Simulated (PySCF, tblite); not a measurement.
**C7H10O2Si: geometry, infrared bands and NMR shifts**

What infrared bands and NMR shifts should C7H10O2Si (`Cc1cc(C[SiH3])coc1=O`) show?

The runs use tblite 0.8.0 and PySCF 2.14.0, with density-fitted response routines of our own; the level of theory stands in each step. All values are computed, except where a source is named. Atoms count from 0, in the outputs and in this text.

### 1 The starting structure

20 atoms, charge 0, multiplicity 1; geometry from: force field or distance geometry start.

Bonds of the start (Å): C0–C1 1.49, C1–C2 1.36, C2–C3 1.44, C3–C4 1.52, C4–Si5 1.88, C3–C6 1.33, C6–O7 1.39, O7–C8 1.38, C8–O9 1.23, C8–C1 1.47, C0–H10 1.10, C0–H11 1.11, C0–H12 1.09, C2–H13 1.08, C4–H14 1.09, C4–H15 1.10, Si5–H16 1.49, Si5–H17 1.48, Si5–H18 1.48, C6–H19 1.08.

### 2 Optimising the geometry with GFN2-xTB

The job: settings as JSON, then the geometry in Å.

```
{"job": {"kind": "relax", "xc": "GFN2-xTB", "basis": "xTB"}, "charge": 0, "multiplicity": 1}
C     -2.815300    -1.171300     0.028700
C     -1.726300    -0.153900    -0.014600
C     -0.468500    -0.408300     0.438100
C      0.551000     0.613300     0.368500
C      1.927900     0.292400     0.915800
Si     3.029400    -0.718400    -0.220800
C      0.211000     1.810600    -0.105500
O     -1.063500     2.126200    -0.572900
C     -2.059100     1.175900    -0.558300
O     -3.195400     1.423300    -0.972700
H     -3.196600    -1.370200    -0.983200
H     -3.661000    -0.810400     0.642900
H     -2.495500    -2.119900     0.464400
H     -0.220000    -1.377900     0.846100
H      1.832300    -0.212500     1.874700
H      2.453500     1.232700     1.140500
H      4.352200    -0.933400     0.437100
H      3.254900    -0.016200    -1.505900
H      2.417700    -2.040800    -0.480000
H      0.866200     2.669400    -0.179800
```

Run with:

```sh
> OMP_NUM_THREADS=1 python probes_run.py task.json out
```

The driver reads the jobs from task.json and runs them one after another.

**Question.** This job is followed by: GFN2-xTB harmonic vibrations, gas phase; GIAO PBE0/pcSseg-1 NMR shielding, non-relativistic, gas phase. What will the session give for the following? strongest single infrared mode (GFN2-xTB); zero-point energy (GFN2-xTB); 13C shifts against TMS (PBE0/pcSseg-1); 1H shifts against TMS (PBE0/pcSseg-1, means over atoms taken as alike); 29Si shifts against TMS (PBE0/pcSseg-1); 17O shifts against H2O (PBE0/pcSseg-1).

**Answer**, as computed:

| quantity | value |
| --- | --- |
| strongest single infrared mode (GFN2-xTB) | 1735 cm⁻¹, 711 km/mol |
| zero-point energy (GFN2-xTB) | 91.8 kcal/mol |
| 13C shifts against TMS (PBE0/pcSseg-1) | 165.5, 152.8, 146.3, 134.2, 122.4, 21.6, 14.0 ppm |
| 1H shifts against TMS (PBE0/pcSseg-1, means over atoms taken as alike) | 7.42, 7.14, 3.89, 2.22, 1.81 ppm |
| 29Si shifts against TMS (PBE0/pcSseg-1) | -64.6 ppm |
| 17O shifts against H2O (PBE0/pcSseg-1) | 418.2, 297.2 ppm |

What this shows: Relaxing lowered the energy by 0.201 eV in 51 steps; the close pair that moved most is C6–O7, from 1.394 to 1.341 Å. All 54 modes are real, so the xTB geometry is a minimum. The strongest single mode, at 1735 cm⁻¹, moves mainly C8 and O9. Unscaled tight-binding wavenumbers are off by several per cent, some by more. Its intensities can rank the bands wrongly. At PBE0/pcSseg-1: Shielding is most anisotropic at O9 (span 659 ppm, paramagnetic term -479 ppm).
